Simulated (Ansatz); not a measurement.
# WS2: the cost of one run

Program: Ansatz 0.2.0. Level of theory: DFT LDA+U (U_eff = 2 eV on W d, around-mean-field double counting), plane waves, PAW, no spin–orbit coupling unless a run says so. These are calculated values, not measurements.

The COD entry's cell or inner coordinates are ideal or old and differ from later refinements, so a difference from it is no clean test against experiment.

### Step 1. Starting point

The structure is hexagonal, space group P6_3/mmc (No. 194). Conventional cell: a = 3.180 Å, b = 3.180 Å, c = 12.500 Å, α = 90.00°, β = 90.00°, γ = 120.00°. Around W (site symmetry -6m2) lie 6 S at 2.45 Å. S (site symmetry 3m) is surrounded by 3 W at 2.45 Å.

Coordinates:

```
CELL_PARAMETERS angstrom
3.18000 0.00000 0.00000
-1.59000 2.75396 0.00000
0.00000 0.00000 12.50000
ATOMIC_POSITIONS crystal
W 0.33333 0.66667 0.25000
W 0.66667 0.33333 0.75000
S 0.33333 0.66667 0.62000
S 0.66667 0.33333 0.12000
S 0.33333 0.66667 0.88000
S 0.66667 0.33333 0.38000
```

An earlier series on this cell reached its lowest free state from «ferromagnetic start, free, natural orbitals of the symmetric run filled by rank», perhaps among other starts (it ended without moments).

### Step 2. Total moment locked at zero, no site moments, 0.00 μB per cell

input.yaml reads:

```yaml
crystal:
  lattice:
    - [3.17999949, 0.0, 0.0]
    - [-1.58999974, 2.75396034, 0.0]
    - [0.0, 0.0, 12.49999932]
  atoms:
    - { symbol: W, position: [0.3333333333, 0.6666666667, 0.25] }
    - { symbol: W, position: [0.6666666667, 0.3333333333, 0.75] }
    - { symbol: S, position: [0.3333333333, 0.6666666667, 0.62] }
    - { symbol: S, position: [0.6666666667, 0.3333333333, 0.12] }
    - { symbol: S, position: [0.3333333333, 0.6666666667, 0.88] }
    - { symbol: S, position: [0.6666666667, 0.3333333333, 0.38] }
basis:
  ecutwfc: 420
  ecutrho_ratio: 4
kpoints:
  mp_grid: { grid: [7, 7, 2] }
hamiltonian:
  xc: lda
  hubbard:
    sites: [{ site: 0, l: d, u_eff: 2.0 }, { site: 1, l: d, u_eff: 2.0 }]
    double_counting: amf
scf:
  occupations: { method: gaussian, width: 0.05 }
  lower_state_search: "off"
  max_iter: 150
output:
  forces: true
  stress: true
  eigenvalues: true
  populations: true
  hubbard: { sites: [{ site: 0, l: d }, { site: 1, l: d }] }
magnetization:
  spin_polarized: true
  initial_magnetization: 0.0
  spin_locking: { lock_magnetization: hard }
```

The lock stays on to the end, so the result is a constrained state.

Run with:

```sh
$ ansatz run input.yaml --threads 4 --pin off --max-ram 6144MiB --backend cpu --events-out ev --progress --plain --runs-dir out
```

**Question.** How long does this run take on 4 threads of Intel Xeon at 2.50GHz (Skylake/Cascade Lake), shared host, and how much memory does it need?

About 4.5 s, with a peak of 0.53 GiB.
